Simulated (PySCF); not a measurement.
# GeF2: NMR shieldings, spin-spin couplings, relativistic core levels, part 2 of 2

PySCF 2.14.0. Atoms count from 0. The steps go on from the part before.

## 9. NMR shieldings: PBE/pcJ-1 Ge:dyall-v2z, spin-free

Job settings and geometry (Å):

```
{"job": {"kind": "hnmr", "xc": "PBE", "basis": {"default": "pcJ-1", "Ge": "dyall-v2z"}, "rel": "sf", "two": true}, "charge": 0, "multiplicity": 1}
F     -0.200732     1.338374    -0.029793
Ge     0.765470    -0.116677    -0.007166
F     -0.558628    -1.256602     0.017774
```

With the program's defaults for keys left out, this is: PBE/pcJ-1 Ge:dyall-v2z GIAO NMR shielding, X2C without spin-orbit coupling but with the spin-dependent field terms, Gaussian nuclei, gas phase.

Standard output:

```text
spin-free SCF
coarse grid: 18016 points
cycle   1  E = -2298.1530201192  dE =  1.214e-01  |g| = 1.061e+00  |ddm| = 1.419e+00
cycle   2  E = -2296.5941068277  dE =  1.559e+00  |g| = 3.211e+00  |ddm| = 2.064e+00
cycle   3  E = -2298.3107143011  dE = -1.717e+00  |g| = 1.911e-01  |ddm| = 1.663e+00
cycle   4  E = -2298.3124511208  dE = -1.737e-03  |g| = 1.953e-01  |ddm| = 2.071e-01
cycle   5  E = -2298.3160003747  dE = -3.549e-03  |g| = 3.072e-02  |ddm| = 5.588e-02
cycle   6  E = -2298.3162076540  dE = -2.073e-04  |g| = 1.073e-02  |ddm| = 2.863e-02
cycle   7  E = -2298.3162227389  dE = -1.508e-05  |g| = 5.026e-03  |ddm| = 7.262e-03
cycle   8  E = -2298.3162267852  dE = -4.046e-06  |g| = 3.308e-04  |ddm| = 2.730e-03
final grid: 36248 points
cycle   9  E = -2298.3163146949  dE = -2.534e-07  |g| = 9.574e-04  |ddm| = 8.597e-04
cycle  10  E = -2298.3163145447  dE =  1.502e-07  |g| = 1.082e-03  |ddm| = 8.219e-04
cycle  11  E = -2298.3163146350  dE = -9.028e-08  |g| = 7.623e-04  |ddm| = 9.031e-04
cycle  12  E = -2298.3163147266  dE = -9.163e-08  |g| = 1.198e-04  |ddm| = 4.044e-04
cycle  13  E = -2298.3163147279  dE = -1.215e-09  |g| = 3.017e-05  |ddm| = 6.001e-05
converged SCF energy = -2298.3163147279
two-component SCF
cycle   1  E = -2298.3163147273  dE = -2.298e+03  |FDS-SDF| = 3.017e-05
cycle   2  E = -2298.3163147269  dE =  3.665e-10  |FDS-SDF| = 5.864e-05
converged, E = -2298.3163147269

Field gradients (au) and densities at the nuclei (bohr^-3)
atom        Vxx        Vyy        Vzz        centre      nuclear mean
  0 F     -0.0780    -0.8669     0.9449        450.374        450.355
  1 Ge    -0.4616    -2.3625     2.8241      29286.412      29256.933
  2 F     -0.0788    -0.8674     0.9462        450.375        450.355
without picture change
  1 Ge                           2.8975                     45081.885

Core orbital energies (eV)
atom   shell        mean    spread
  1 Ge 1s       -10950.024   0.000
  1 Ge 2s        -1371.051   0.000
  1 Ge 3s         -169.047   0.000
  1 Ge 2p1/2     -1198.242   0.000
  1 Ge 2p3/2     -1198.169   0.022
  1 Ge 3p1/2      -116.368   0.000
  1 Ge 3p3/2      -116.193   0.091
  1 Ge 3d3/2       -30.162   0.052
  1 Ge 3d5/2       -30.036   0.175

Shielding tensors (ppm)
atom      isotropic    diamagn.    paramagn.     s11        s22        s33       span
  0 F        43.59      472.98     -429.39    -334.54     148.44     316.87     651.41
  1 Ge     1489.31     2645.98    -1156.68    1196.62    1430.22    1841.08     644.46
  2 F        43.40      472.97     -429.57    -334.99     148.30     316.90     651.88
```

Wall time 7.2 s (1 thread of Arm Neoverse V1, shared host); peak memory 0.55 GiB.

## 10. Spin-spin couplings: PBE/pcJ-1 Ge:dyall-v2z, spin-free

Job settings and geometry (Å):

```
{"job": {"kind": "hj", "xc": "PBE", "basis": {"default": "pcJ-1", "Ge": "dyall-v2z"}, "rel": "sf", "atoms": [1]}, "charge": 0, "multiplicity": 1}
F     -0.200732     1.338374    -0.029793
Ge     0.765470    -0.116677    -0.007166
F     -0.558628    -1.256602     0.017774
```

With the program's defaults for keys left out, this is: PBE/pcJ-1 Ge:dyall-v2z indirect spin-spin coupling, X2C without spin-orbit coupling, Gaussian nuclei, gas phase.

Standard output:

```text
spin-free SCF
coarse grid: 18016 points
cycle   1  E = -2298.1530201192  dE =  1.214e-01  |g| = 1.061e+00  |ddm| = 1.419e+00
cycle   2  E = -2296.5941068277  dE =  1.559e+00  |g| = 3.211e+00  |ddm| = 2.064e+00
cycle   3  E = -2298.3107143011  dE = -1.717e+00  |g| = 1.911e-01  |ddm| = 1.663e+00
cycle   4  E = -2298.3124511208  dE = -1.737e-03  |g| = 1.953e-01  |ddm| = 2.071e-01
cycle   5  E = -2298.3160003747  dE = -3.549e-03  |g| = 3.072e-02  |ddm| = 5.588e-02
cycle   6  E = -2298.3162076540  dE = -2.073e-04  |g| = 1.073e-02  |ddm| = 2.863e-02
cycle   7  E = -2298.3162227389  dE = -1.508e-05  |g| = 5.026e-03  |ddm| = 7.262e-03
cycle   8  E = -2298.3162267852  dE = -4.046e-06  |g| = 3.308e-04  |ddm| = 2.730e-03
final grid: 36248 points
cycle   9  E = -2298.3163146949  dE = -2.534e-07  |g| = 9.574e-04  |ddm| = 8.597e-04
cycle  10  E = -2298.3163145447  dE =  1.502e-07  |g| = 1.082e-03  |ddm| = 8.219e-04
cycle  11  E = -2298.3163146350  dE = -9.028e-08  |g| = 7.623e-04  |ddm| = 9.031e-04
cycle  12  E = -2298.3163147266  dE = -9.163e-08  |g| = 1.198e-04  |ddm| = 4.044e-04
cycle  13  E = -2298.3163147279  dE = -1.215e-09  |g| = 3.017e-05  |ddm| = 6.001e-05
converged SCF energy = -2298.3163147279
two-component SCF
cycle   1  E = -2298.3163147273  dE = -2.298e+03  |FDS-SDF| = 3.017e-05
cycle   2  E = -2298.3163147269  dE =  3.665e-10  |FDS-SDF| = 5.864e-05
converged, E = -2298.3163147269

Indirect spin-spin couplings
  i        j     bonds      J/Hz   K/1e19 T2/J   anisotropy/Hz
  1  73Ge   0  19F    1      249.68     -631.12       164.1
  1  73Ge   2  19F    1      249.31     -630.20       164.1
```

Run time: 5.6 s. Hardware: 1 thread of Arm Neoverse V1, shared host; peak memory 0.55 GiB.

## 11. Shieldings side by side

```
                                                                      run     Ge1    F2    F0   time
                               step 3, PBE/pcJ-1 Ge:dyall-v2z, spin–orbit  1430.1  47.8  48.0  9.4 s
                         step 6, PBE/pcJ-1 Ge:dyall-v2z, non-relativistic  1296.0  46.4  46.6  2.6 s
                                step 8, PBE/pcJ-1 Ge:dyall-v2z, spin-free  1290.8  39.0  39.2  3.4 s
step 9, PBE/pcJ-1 Ge:dyall-v2z, spin-free with spin-dependent field terms  1489.3  43.4  43.6  7.2 s
```

## 12. Outcome

What follows sums up all 2 parts.

| quantity | value |
| --- | --- |
| point group | C2v |
| rotational constants (main isotopes) | 15.07, 7.75, 5.12 GHz |
| energy from spin-orbit coupling (step 3, PBE/pcJ-1 Ge:dyall-v2z, spin–orbit) | -0.0431 Eh |
| shieldings (step 3, PBE/pcJ-1 Ge:dyall-v2z, spin–orbit) | F0 48.0, Ge1 1430.1, F2 47.8 ppm |
| energy from spin-orbit coupling (step 4, PBE/pcJ-1 Ge:dyall-v2z, spin–orbit) | -0.0431 Eh |
| largest reduced coupling (step 4, PBE/pcJ-1 Ge:dyall-v2z, spin–orbit) | Ge1–F0: J = 250.4 Hz, K = -633·10¹⁹ T²/J |
| Ge1 2p3/2 binding energy (step 5, PBE/pcJ-1 Ge:dyall-v2z, spin–orbit) | 1221.5 eV, 2p1/2 1253.0 eV |
| energy from spin-orbit coupling (step 5, PBE/pcJ-1 Ge:dyall-v2z, spin–orbit) | -0.0431 Eh |
| shieldings (step 6, PBE/pcJ-1 Ge:dyall-v2z, non-relativistic) | F0 46.6, Ge1 1296.0, F2 46.4 ppm |
| largest reduced coupling (step 7, PBE/pcJ-1 Ge:dyall-v2z, non-relativistic) | Ge1–F0: J = 242.1 Hz, K = -612·10¹⁹ T²/J |
| shieldings (step 8, PBE/pcJ-1 Ge:dyall-v2z, spin-free) | F0 39.2, Ge1 1290.8, F2 39.0 ppm |
| shieldings (step 9, PBE/pcJ-1 Ge:dyall-v2z, spin-free with spin-dependent field terms) | F0 43.6, Ge1 1489.3, F2 43.4 ppm |
| largest reduced coupling (step 10, PBE/pcJ-1 Ge:dyall-v2z, spin-free) | Ge1–F0: J = 249.7 Hz, K = -631·10¹⁹ T²/J |

In words: Relaxing lowered the energy by 0.062 eV in 4 steps; the close pair that moved most is F0–Ge1, from 1.795 to 1.747 Å. In step 3, Ge1 has the widest tensor, 761 ppm. Ge1 moves most between the runs, by 199 ppm; the labels say what changes from run to run.
